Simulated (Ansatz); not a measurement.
# CH₃BrSi: up Jacob's ladder to CCSD(T)

How much do the methods differ for CH₃BrSi? The plan is to run it at one geometry with functionals of several rungs and with coupled cluster, and see how far each lands from CCSD(T) at the basis-set limit for the atomisation energy.

Method: functionals in def2-TZVPP, the program's frozen cores in correlated methods; program: Ansatz 0.2.0, Gaussian basis.

Levels to be run: LDA (SPW92), PBE-D4, revPBE-D4, BLYP-D4, r2SCAN-D4, B97M-V, PBE0-D4, B3LYP-D4, r2SCANh-D4, r2SCAN0-D4, HSE06-D4, BHLYP-D4, CAM-B3LYP-D4, LC-ωPBE, ωB97X-V, ωB97M-V, B2PLYP, PBE-QIDH; CCSD(T)/def2-SVP; CCSD(T)/def2-TZVPP; CCSD(T)/def2-QZVPP; extrapolation to the limit; RPA on PBE.

## (1) The geometry

All runs share one geometry, relaxed beforehand with PBE0-D4 in a triple-zeta def2 set.

SMILES `C[Si]Br`, 6 atoms, charge 0, spin multiplicity 1.

Atoms are counted from 1 here; the program's logs count them from 0.

Bond lengths: C1–Si2 1.888 Å, C1–H4 1.096 Å, C1–H5 1.093 Å, C1–H6 1.095 Å, Si2–Br3 2.264 Å. Angles: Si2–C1–H4 110.1°, Si2–C1–H5 111.1°, Si2–C1–H6 110.6°, H4–C1–H5 108.9°, H4–C1–H6 106.8°, H5–C1–H6 109.1°, C1–Si2–Br3 98.3°.

## (2) LDA

This LDA is Slater exchange with PW92 correlation.

in.yaml reads:

```yaml
crystal:
  periodic: [false, false, false]
  atoms:
    - {symbol: C, position_ang: [-0.433584, 0.379089, -0.206821]}
    - {symbol: Si, position_ang: [0.012646, -0.760472, 1.230991]}
    - {symbol: Br, position_ang: [1.998334, -1.514964, 0.446610]}
    - {symbol: H, position_ang: [0.331950, 1.154191, -0.325822]}
    - {symbol: H, position_ang: [-1.402005, 0.859030, -0.043397]}
    - {symbol: H, position_ang: [-0.465240, -0.180874, -1.147762]}
basis:
  gaussian: {orbitals: def2-TZVPP}
hamiltonian: {xc: lda}
output: {orbitals: {seedname: orbitals}}
```

Started as:

```sh
$ ansatz run in.yaml --threads 2 --pin off --events-out ev --progress --plain --max-ram 32768MiB --backend cpu
```

Further steps of the session: PBE-D4 (GGA); revPBE-D4 (GGA); BLYP-D4 (GGA); r2SCAN-D4 (meta-GGA); B97M-V (meta-GGA); PBE0-D4 (hybrid); B3LYP-D4 (hybrid); r2SCANh-D4 (hybrid); r2SCAN0-D4 (hybrid); HSE06-D4 (hybrid); BHLYP-D4 (hybrid); CAM-B3LYP-D4 (range-separated); LC-ωPBE (range-separated); ωB97X-V (range-separated); ωB97M-V (range-separated); B2PLYP (double hybrid); PBE-QIDH (double hybrid); CCSD(T) in def2-SVP; CCSD(T) in def2-TZVPP; CCSD(T) in def2-QZVPP; RPA on PBE orbitals.

**Question.** What will the summary of the whole plan be? Wanted: atomisation energy, CCSD(T)/CBS; farthest beyond LDA; mean size of error, GGA; mean size of error, meta-GGA; mean size of error, hybrid; mean size of error, range-separated; mean size of error, double hybrid; gap, smallest and largest; T1 diagnostic.

The runs gave:

| quantity | value |
| --- | --- |
| atomisation energy, CCSD(T)/CBS | 1987.3 kJ/mol |
| functionals within 19.9 kJ/mol (1.0 %) | revPBE-D4, BLYP-D4, r2SCAN-D4, B97M-V, PBE0-D4, B3LYP-D4, r2SCANh-D4, HSE06-D4, CAM-B3LYP-D4, ωB97X-V, ωB97M-V, PBE-QIDH |
| farthest beyond LDA | BHLYP-D4 (-56.1 kJ/mol) |
| mean size of error, GGA | 20.2 kJ/mol |
| mean size of error, meta-GGA | 3.6 kJ/mol |
| mean size of error, hybrid | 18.8 kJ/mol |
| mean size of error, range-separated | 15.4 kJ/mol |
| mean size of error, double hybrid | 26.5 kJ/mol |
| gap, smallest and largest | 2.13 eV (LDA (SPW92)), 8.74 eV (LC-ωPBE) |
| T1 diagnostic | 0.0107 |
| triples share of the correlation energy | 3.8 % |

What this shows: LDA overbinds by 257.2 kJ/mol (13 %). PBE-D4 misses by +23.8 kJ/mol. Double hybrids carry the basis error of their MP2 part in triple zeta, and no dispersion term here, so their miss is partly the set-up's. The rungs meta-GGA, range-separated, hybrid miss on average by less than the doubt on the reference (19.9 kJ/mol), so they tie. Misses under about 19.9 kJ/mol are within the doubt on the reference itself, which lacks core-valence correlation, relativity and higher excitations, and its outer-core shells are covered unevenly. All levels share the lack of spin-orbit coupling, which lowers the free heavy atoms and so the true binding. Hartree-Fock recovers 74 % of the binding; the rest is correlation. CCSD(T) in def2-SVP is off by -130.2 kJ/mol, more than most functionals: a good method in a small basis is no reference. Orbital gaps span 2.1 to 8.7 eV; exact exchange widens them. The restricted reference is unstable towards a spin-broken one. Correlated methods include outer-core shells of Br, which these sets cover unevenly.
